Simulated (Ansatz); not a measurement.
# C2H4ClFSi: small, medium and large basis sets

One table from this session's results is given with a row withheld; the runs are named, their logs left out.

The runs use Ansatz 0.2.0, Gaussian basis; one geometry, several basis sets.

Plan: PBE0-D4/def2-SVP; ωB97M-V/def2-SVP; PBE0-D4/def2-QZVPP; ωB97M-V/def2-QZVPP; the functionals' def2-TZVPP values are taken from earlier runs.

### The relaxed structure

An earlier PBE0-D4 in a triple-zeta def2 set relaxation fixed the geometry.

9 atoms, charge 0, spin multiplicity 1.

Atoms are counted from 1 here; the program's logs count them from 0.

Bond lengths: C1–C2 1.331 Å, C1–H6 1.087 Å, C1–H7 1.086 Å, C2–Si3 1.837 Å, C2–H8 1.088 Å, Si3–F4 1.592 Å, Si3–Cl5 2.043 Å, Si3–H9 1.477 Å. Angles: C2–C1–H6 121.7°, C2–C1–H7 122.3°, H6–C1–H7 116.0°, C1–C2–Si3 120.4°, C1–C2–H8 119.3°, Si3–C2–H8 120.3°, C2–Si3–F4 110.7°, C2–Si3–Cl5 110.7°, C2–Si3–H9 111.3°, F4–Si3–Cl5 106.6°, F4–Si3–H9 108.4°, Cl5–Si3–H9 109.0°.

As a file:

```xyz
9
C2H4ClFSi
C     0.6924    0.6745    1.2307
C     0.6442    0.3977   -0.0699
Si   -0.6730   -0.6936   -0.7404
F    -0.0392   -1.9761   -1.4397
Cl   -1.7535    0.2785   -2.1766
H    -0.0309    0.2631    1.9300
H     1.4513    1.3233    1.6580
H     1.3859    0.8343   -0.7349
H    -1.5886   -1.1480    0.3257
```

The first run:

in.yaml reads:

```yaml
crystal:
  periodic: [false, false, false]
  atoms:
    - {symbol: C, position_ang: [0.692447, 0.674520, 1.230733]}
    - {symbol: C, position_ang: [0.644160, 0.397662, -0.069930]}
    - {symbol: Si, position_ang: [-0.672987, -0.693622, -0.740428]}
    - {symbol: F, position_ang: [-0.039225, -1.976086, -1.439725]}
    - {symbol: Cl, position_ang: [-1.753507, 0.278529, -2.176645]}
    - {symbol: H, position_ang: [-0.030936, 0.263068, 1.930007]}
    - {symbol: H, position_ang: [1.451349, 1.323330, 1.658003]}
    - {symbol: H, position_ang: [1.385921, 0.834337, -0.734899]}
    - {symbol: H, position_ang: [-1.588625, -1.148037, 0.325685]}
basis:
  gaussian: {orbitals: def2-SVP}
hamiltonian: {xc: pbe0, dispersion: d4}
output: {orbitals: {seedname: orbitals}}
```

Launch:

```bash
> ansatz run in.yaml --threads 4 --pin off --events-out ev --progress --plain --max-ram 10444MiB
```

Among the steps run: PBE0-D4 in def2-SVP; ωB97M-V in def2-SVP; PBE0-D4 in def2-QZVPP; ωB97M-V in def2-QZVPP.

One of the session's tables, all rows but one given; the rest of the session is left out.

It belongs to the step «Functionals by basis». 

| functional | basis | HOMO (eV) |
| --- | --- | --- |
| PBE0-D4 | def2-SVP | ? |
| PBE0-D4 | def2-TZVPP | -8.62 |
| PBE0-D4 | def2-QZVPP | -8.64 |
| ωB97M-V | def2-SVP | -10.79 |
| ωB97M-V | def2-TZVPP | -10.87 |
| ωB97M-V | def2-QZVPP | -10.89 |

Estimate the missing values for PBE0-D4, def2-SVP.

As computed: HOMO (eV): -8.57. In the column «HOMO (eV)» it is the highest.
